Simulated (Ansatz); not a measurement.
Predict the output of the script below (Ansatz 0.2.0, Python API).

Input file `c3h8ossi.xyz`:
```text
14

C     3.32750    0.36680   -0.08930
S     1.84710    0.84800    0.82970
C     0.63300    0.02140   -0.08310
C    -0.65930    0.09800    0.25060
O    -1.62480   -0.55740   -0.47250
Si   -3.22840   -0.44930   -0.04080
H     3.45050   -0.71970   -0.07620
H     4.20570    0.82210    0.37630
H     3.26460    0.71150   -1.12520
H     0.92620   -0.57180   -0.94440
H    -1.00660    0.67550    1.10010
H    -3.41410   -0.96840    1.33800
H    -4.05550   -1.24590   -0.98120
H    -3.66580    0.96920   -0.08200
```

`run_energy.py`
```python
from dataclasses import dataclass
import warnings

import ansatz as az
import numpy as np


@dataclass(frozen=True)
class RunConfig:
    basis: str = "6-31G*"
    method: str = "mp2"


cfg = RunConfig()


def main() -> None:
    warnings.simplefilter("ignore", az.DeckWarning)

    mol = az.Crystal.molecule_from_extxyz("c3h8ossi.xyz")

    job = mol.calculation().basis(gaussian=cfg.basis).correlation(cfg.method).forces()
    trace = []
    out = job.session().plan().execute(on_event=trace.append)
    r = out.report
    for event in trace:
        if event["event"] == "mean_field_evaluation" and event["data"]["evaluation"] <= 25:
            print("pass {evaluation:3d}  E = {energy_ev:.6f} eV  gradient {gradient_ev:.1e}".format(**event["data"]))

    for key in ("converged", "free_energy_ev", "reference_energy_ev", "n_frozen", "n_occupied", "n_virtual"):
        print(f"{key:22s} {r[key]}")

    parts = r["correlation"]
    for name in ("random_phase", "coupled_cluster", "perturbative"):
        if name in parts:
            print(f"{name:16s} {parts[name]['energy']['hartree']:12.7f} Ha")
    if "second_order" in parts:
        pair = parts["second_order"]
        print(f"MP2 same spin {pair['same_spin']['hartree']:.7f} Ha, opposite spin {pair['opposite_spin']['hartree']:.7f} Ha")

    symbols = [site.symbol for site in mol.cartesian_sites]
    print("forces (eV/A)")
    for symbol, f in zip(symbols, r["forces_ev_ang"]):
        print(f"  {symbol:2s} {f[0]:9.4f} {f[1]:9.4f} {f[2]:9.4f}")

    charges = r["charge_distribution"]
    print("dipole moment", round(4.803205 * float(np.linalg.norm(charges["dipole_moment_e_ang"])), 3), "D")
    print("Mulliken:", [(s, round(q, 3)) for s, q in zip(symbols, charges["mulliken_charges_e"])])


if __name__ == "__main__":
    main()
```

```console
$ python run_energy.py
pass   1  E = -23930.529495 eV  gradient 3.2e+01
pass   2  E = -23930.641088 eV  gradient 3.2e+01
pass   3  E = -23932.981884 eV  gradient 1.6e+01
pass   4  E = -23933.440713 eV  gradient 4.9e+00
pass   5  E = -23933.501667 eV  gradient 7.4e-01
pass   6  E = -23933.501862 eV  gradient 7.4e-01
pass   7  E = -23933.502507 eV  gradient 7.4e-01
pass   8  E = -23933.504560 eV  gradient 2.6e-01
pass   9  E = -23933.504862 eV  gradient 8.5e-02
pass  10  E = -23933.504907 eV  gradient 4.0e-05
pass  11  E = -23933.504907 eV  gradient 2.4e-03
pass  12  E = -23933.504907 eV  gradient 1.9e-06
pass  13  E = -23933.504907 eV  gradient 1.3e-05
pass  14  E = -23933.504907 eV  gradient 1.2e-06
pass  15  E = -23933.504907 eV  gradient 1.2e-06
pass  16  E = -23933.286069 eV  gradient 3.5e+00
pass  17  E = -23933.418707 eV  gradient 3.4e+00
pass  18  E = -23933.496939 eV  gradient 2.6e-01
pass  19  E = -23933.496988 eV  gradient 2.6e-01
pass  20  E = -23933.374128 eV  gradient 4.0e-01
pass  21  E = -23933.504907 eV  gradient 1.2e-06
converged              True
free_energy_ev         -23954.233460882588
reference_energy_ev    -23933.504907185114
n_frozen               14
n_occupied             [18, 18]
n_virtual              [82, 82]
MP2 same spin -0.1869191 Ha, opposite spin -0.5748412 Ha
forces (eV/A)
  C    -0.0477   -0.2187   -0.2911
  S     0.7958    0.5255    0.5756
  C    -0.4801   -0.3611   -0.4069
  C    -0.0191   -0.0193   -0.0235
  O     0.2241   -0.2905   -0.4362
  Si   -0.6224    0.0691    0.2036
  H     0.0447    0.0596    0.0066
  H    -0.1794    0.0403    0.0866
  H     0.0529   -0.0036    0.0541
  H     0.0550   -0.0017   -0.0122
  H    -0.0093    0.1540    0.2120
  H    -0.0318    0.0101    0.0280
  H     0.2498    0.0187   -0.0187
  H    -0.0326    0.0175    0.0221
dipole moment 0.71 D
Mulliken: [('C', -0.627), ('S', 0.149), ('C', -0.355), ('C', 0.122), ('O', -0.615), ('Si', 0.718), ('H', 0.194), ('H', 0.201), ('H', 0.194), ('H', 0.199), ('H', 0.171), ('H', -0.122), ('H', -0.107), ('H', -0.122)]
```

Notes:
- The settings weren't tested for convergence.
- The geometry is a force-field or estimated start, not a minimum of this method, and the basis set is short of its limit.
- Early passes use coarser integrals and grids, so their energies can't be compared with the last.
- Run time: 6.2 s on 1 thread of Arm Neoverse V2, with other jobs on the host, peak memory 0.35 GiB.

(Lines on the test bed's own set-up are left out of the output.)
